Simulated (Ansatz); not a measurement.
# CaB2 (P6/mmm) in Ansatz: notebook, part 2 of 2

Ansatz 0.2.0.

## Step 6: Band structure, revPBE

File input.yaml:

```yaml
crystal:
  lattice:
    - [3.2264302843, 0.0, 0.0]
    - [-1.6132151421, 2.7941705897, 0.0]
    - [0.0, 0.0, 4.067392]
  atoms:
    - { symbol: Ca, position: [0.0, 0.0, 0.0] }
    - { symbol: B, position: [0.6666666667, 0.3333333333, 0.5] }
    - { symbol: B, position: [0.3333333333, 0.6666666667, 0.5] }
hamiltonian:
  xc: revpbe
  pseudopotentials: { kind: paw }
kpoints:
  mp_grid: { grid: [9, 9, 7] }
  band_path:
    path:
      - [[0.0, 0.0, 0.0], [0.5, 0.0, 0.0], [0.3333333333, 0.3333333333, 0.0], [0.0, 0.0, 0.0], [0.0, 0.0, 0.5], [0.5, 0.0, 0.5], [0.3333333333, 0.3333333333, 0.5], [0.0, 0.0, 0.5]]
      - [[0.5, 0.0, 0.5], [0.5, 0.0, 0.0]]
      - [[0.3333333333, 0.3333333333, 0.0], [0.3333333333, 0.3333333333, 0.5]]
    npoints: 14
scf:
  occupations: { method: fermi_dirac, width: 0.05 }
  n_extra_bands: 7
output:
  forces: true
  stress: true
  eigenvalues: true
  fatbands: true
```

Potentials or basis: Ansatz PAW.

Command:

```
> ansatz run input.yaml --threads 2 --pin off --max-ram 5632MiB --backend cpu --events-out ev --progress --plain --runs-dir out
```

Output:

```text
Warning: RAYON_NUM_THREADS=2 ignored (pool sized by the plan → 2); use --threads N
scf.n_extra_bands = 7 over 8 filled bands (N_el = 16.0): the run solves 15 bands
Engine: ansatz 0.2.0, aarch64-unknown-linux-gnu
Pseudopotentials: kind: paw
Pseudopotential: Ca, paw, valence charge 10, recommended cutoff 420 eV (normal), Ca.paw.azcp
Pseudopotential: B, paw, valence charge 3, recommended cutoff 420 eV (normal), B.paw.azcp
Functional definition: revPBE
  parameter kappa = 1.245
  parameter beta = 0.06672455060314922
  exchange = pbe_x(kappa = kappa, mu = beta*pi^2/3)
  correlation = pbe_c(beta = beta)
Crystal: 3 atoms, lattice volume = 36.668 Å³
Basis set: ecut = 420 eV, 745 PW (Γ), exchange–correlation on 48×48×60 points (8 copies of the dense FFT grid, shifted against one another)
Bands: 15, of which v1, the nominal top of the filled ones, is band 8 counted from 1 (7 counted from 0)
[... 34 lines left out ...]
  E_nonlocal   = 85.784115
  E_hartree    = 215.143028
  E_xc         = -202.042998
  E_vxc        = -247.867830  (∫ρ·V_xc dr)
  E_paw        = -1019.753000  (= ΣΔE_a)
  E_vpaw       = -69.049940  (= ΣTr[D̂ρ^β])
  E_aug_tail   = -0.000010  (compensation charges beyond the density's cutoff)
  E_ewald      = -928.590795
  E_core_change = -0.055219  (= ΣΔE_core)
  E_smearing   = -0.007664  (= −TS)
  E_closure    = -0.000000  (closes the sum)
  Σ components = -2133.754565   (vs F -2133.754565, Δ=0.00e0)
--- Forces (eV/Å), atoms counted from 1 ---
  atom   1  Ca     0.00000000     0.00000000     0.00000000
  atom   2  B     -0.00000000     0.00000000     0.00000000
  atom   3  B      0.00000000    -0.00000000    -0.00000000
  max |Σ_I F_I| component: 7.40e-17 eV/Å
--- Stress (GPa, compression-positive) ---
        1.730626       0.000000       0.000000
        0.000000       1.730626       0.000000
        0.000000       0.000000       2.383578
  P = ⅓ Tr σ = 1.9483 GPa (19.483 kbar)
--- Band table (eV; the first three rows and the last of 48) ---
  k-point 0: bands = ["-30.4116", "-11.3640", "-11.1661", "-11.1661", "-1.0390", "7.5995", "9.7779", "9.7779", "9.8844", "14.8566", "14.8566", "15.6850", "15.6850", "16.2628", "16.4455"]
  k-point 1: bands = ["-30.4108", "-11.3921", "-11.1650", "-11.1650", "-0.8783", "6.8280", "9.8646", "9.8646", "10.6815", "14.6150", "14.6150", "14.8958", "14.8958", "16.3214", "17.4666"]
  k-point 2: bands = ["-30.4088", "-11.4543", "-11.1627", "-11.1627", "-0.4769", "5.6599", "10.0856", "10.0856", "11.9124", "14.0743", "14.0743", "14.1392", "14.1392", "16.4889", "17.6962"]
  k-point 47: bands = ["-30.2838", "-11.6692", "-11.6692", "-11.2666", "3.2049", "3.2049", "5.9459", "9.0750", "9.0750", "15.3836", "15.8002", "15.8002", "16.8667", "16.8667", "17.9162"]
```

bands.tsv:

```text
# k_distance	band_0	band_1	band_2	band_3	band_4	band_5	band_6	band_7	band_8	band_9	band_10	band_11	band_12	band_13	band_14
# fermi_ev = 9.394159
# lock_threshold_ev = 1e-12
[... 144 lines left out ...]
8.295142	-39.678191	-21.064540	-21.064540	-20.655756	-6.172098	-6.172098	-3.502059	-0.303397	-0.303397	6.060245	6.139897	6.139897	7.649413	7.649413	8.571734
8.350312	-39.677967	-21.063393	-21.063393	-20.660735	-6.189293	-6.189293	-3.448295	-0.319113	-0.319113	5.989402	6.406034	6.406034	7.472498	7.472498	8.522087
8.405483	-39.677830	-21.062681	-21.062681	-20.663823	-6.199947	-6.199947	-3.414560	-0.328615	-0.328615	5.942652	6.634573	6.634573	7.301171	7.301171	8.496059
8.460653	-39.677782	-21.062440	-21.062440	-20.664869	-6.203545	-6.203545	-3.402966	-0.331734	-0.331734	5.926358	6.747574	6.747574	7.207976	7.207976	8.488049
```

fatbands.tsv:

```text
# ik	k_distance	band	e_minus_ef	ca0_l0_3S	ca0_l0_4S	ca0_l1_3P	b1_l0_2S	b1_l1_2P	b2_l0_2S	b2_l1_2P
# fermi_ev = 9.394159
# lock_threshold_ev = 1e-12
# [0, 0, 0] at k_distance = 0.000000
# [0.5, 0, 0] at k_distance = 1.124338
# [0.3333333333, 0.3333333333, 0] at k_distance = 1.773475
# [0, 0, 0] at k_distance = 3.071749
# [0, 0, 0.5] at k_distance = 3.844134
# [0.5, 0, 0.5] at k_distance = 4.968472
# [0.3333333333, 0.3333333333, 0.5] at k_distance = 5.617609
# [0, 0, 0.5] at k_distance = 6.915883
# [0.5, 0, 0.5] at k_distance = 6.915883
# [0.5, 0, 0] at k_distance = 7.688268
# [0.3333333333, 0.3333333333, 0] at k_distance = 7.688268
# [0.3333333333, 0.3333333333, 0.5] at k_distance = 8.460653
# jumps = 99 114
# n_points = 129
0	0.000000	0	-39.805799	0.964544	0.032069	0.000000	0.001681	0.000000	0.001681	0.000000
0	0.000000	1	-20.758152	0.000000	0.000000	0.949288	0.000000	0.025324	0.000000	0.025324
0	0.000000	2	-20.560251	0.000000	0.000000	0.996589	0.000000	0.001630	0.000000	0.001630
0	0.000000	3	-20.560251	0.000000	0.000000	0.996589	0.000000	0.001630	0.000000	0.001630
0	0.000000	4	-10.433155	0.024694	0.374103	0.000000	0.299596	0.000000	0.299596	0.000000
0	0.000000	5	-1.794647	0.000000	0.000000	0.050674	0.000000	0.473692	0.000000	0.473692
[... 1929 lines left out ...]
128	8.460653	13	7.207976	0.000000	0.000000	0.002110	0.000000	0.059328	0.000000	0.059328
128	8.460653	14	8.488049	0.018248	0.646809	0.000000	0.000000	0.000000	0.000000	0.000000
```

Run time: 1.9 s. Hardware: 2 threads of Arm Neoverse V2, shared host; peak memory 0.29 GiB.

Results:

```
Free energy            : -2133.7546 eV
Pressure               : 1.9 GPa
Band gap on the k mesh : none (metal or under the smearing width)
```

Levels at the corners of the path, in eV from the Fermi level:
| point | band 6 | band 7 | band 8 | band 9 | band 10 | band 11 |
| --- | --- | --- | --- | --- | --- | --- |
| Γ | -1.79 | 0.38 | 0.38 | 0.49 | 5.46 | 5.46 |
| M | -6.35 | -1.38 | -1.16 | 1.06 | 3.15 | 5.33 |
| K | -5.91 | -4.22 | 0.04 | 0.04 | 3.89 | 3.89 |
| Γ | -1.79 | 0.38 | 0.38 | 0.49 | 5.46 | 5.46 |
| A | -4.64 | 0.94 | 0.94 | 3.49 | 4.16 | 4.16 |
| L | -5.49 | -1.67 | -0.82 | -0.70 | 5.34 | 5.57 |
| H | -6.20 | -3.40 | -0.33 | -0.33 | 5.93 | 6.75 |
| A | -4.64 | 0.94 | 0.94 | 3.49 | 4.16 | 4.16 |
| L | -5.49 | -1.67 | -0.82 | -0.70 | 5.34 | 5.57 |
| M | -6.35 | -1.38 | -1.16 | 1.06 | 3.15 | 5.33 |
| K | -5.91 | -4.22 | 0.04 | 0.04 | 3.89 | 3.89 |
| H | -6.20 | -3.40 | -0.33 | -0.33 | 5.93 | 6.75 |

Caveat: the PAW data sets come from PBE, with cores solved anew for the run's functional, which leaves a small shift of forces and pressure.

## Step 7: The runs side by side

```csv
level,gap on the mesh (eV),pressure (GPa)
LDA,none,-7.0
PBE,none,-0.4
PBEsol,none,-3.3
RPBE,none,2.7
revPBE,none,1.9
```

Alike in all rows: task band structure; potentials or basis Ansatz PAW; no spin polarisation; cell as given; k mesh 9 × 9 × 7; cutoff (eV) 420; smearing fermi-dirac 0.05 eV.

Every run on the cell as given and a fine mesh finds a metal. The pressure there spans -7.0 GPa (LDA) to 2.7 GPa (RPBE); a positive pressure means that this level wants a larger cell, a negative one a smaller.

Caveats: the PAW data sets come from PBE, with cores solved anew for the run's functional, which leaves a small shift of forces and pressure (some runs).

Absolute energies hang on the potentials; compare differences alone.
